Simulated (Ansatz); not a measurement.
**Ni (fcc type): a relaxation**

Aim: a sound relaxation of Ni (fcc type).

Computed with Ansatz 0.2.0 (DFT, PBE, PAW with Ansatz's default frozen-core files, scalar-relativistic, unless a step's input says otherwise).

### Step 1. The system as given

Symmetry: Fm-3m, No. 225, cubic system. Conventional cell: a = 3.519 Å, b = 3.519 Å, c = 3.519 Å, α = 90.00°, β = 90.00°, γ = 90.00°. Ni (site symmetry m-3m) is surrounded by 12 Ni at 2.49 Å.

Structure file:

```cif
data_structure
_symmetry_space_group_name_H-M 'Fm-3m'
_symmetry_Int_Tables_number 225
_cell_length_a 3.5194
_cell_length_b 3.5194
_cell_length_c 3.5194
_cell_angle_alpha 90.000
_cell_angle_beta 90.000
_cell_angle_gamma 90.000
_cell_volume 43.59
loop_
_atom_site_label
_atom_site_type_symbol
_atom_site_symmetry_multiplicity
_atom_site_Wyckoff_symbol
_atom_site_fract_x
_atom_site_fract_y
_atom_site_fract_z
_atom_site_occupancy
Ni1 Ni 4 a 0.00000 0.00000 0.00000 1
```

### Step 2. The run

File input.yaml:

```yaml
crystal:
  lattice:
    - [0.0, 1.7597012234, 1.7597012234]
    - [1.7597012234, 0.0, 1.7597012234]
    - [1.7597012234, 1.7597012234, 0.0]
  atoms:
    - { symbol: Ni, position: [0.0, 0.0, 0.0], spin: 1.0 }
magnetization:
  spin_polarized: true
kpoints:
  mp_grid: { grid: [21, 21, 21] }
scf:
  occupations: { method: fermi_dirac, width: 0.05 }
  max_iter: 60
hamiltonian:
  xc: pbe
  pseudopotentials: { kind: paw }
output:
  forces: true
  stress: true
relax:
  f_tol: 0.005
  max_steps: 2
  cell: {}
```

Command:

```sh
$ ansatz run input.yaml --threads 3 --pin off --max-ram 9216MiB --backend cpu --events-out ev --progress --plain --runs-dir out
```

**Question.** How will this run end, and is anything wrong with its input?

The relaxation stopped after 2 steps. The forces met their tolerance, but the stress was still 0.0665 GPa off (tolerance 0.05). The cell it reached is not the equilibrium one.

Look at the input: relax.max_steps is 2. The walk was cut off before the forces met the tolerance.

Remedy: set relax.max_steps to 40.
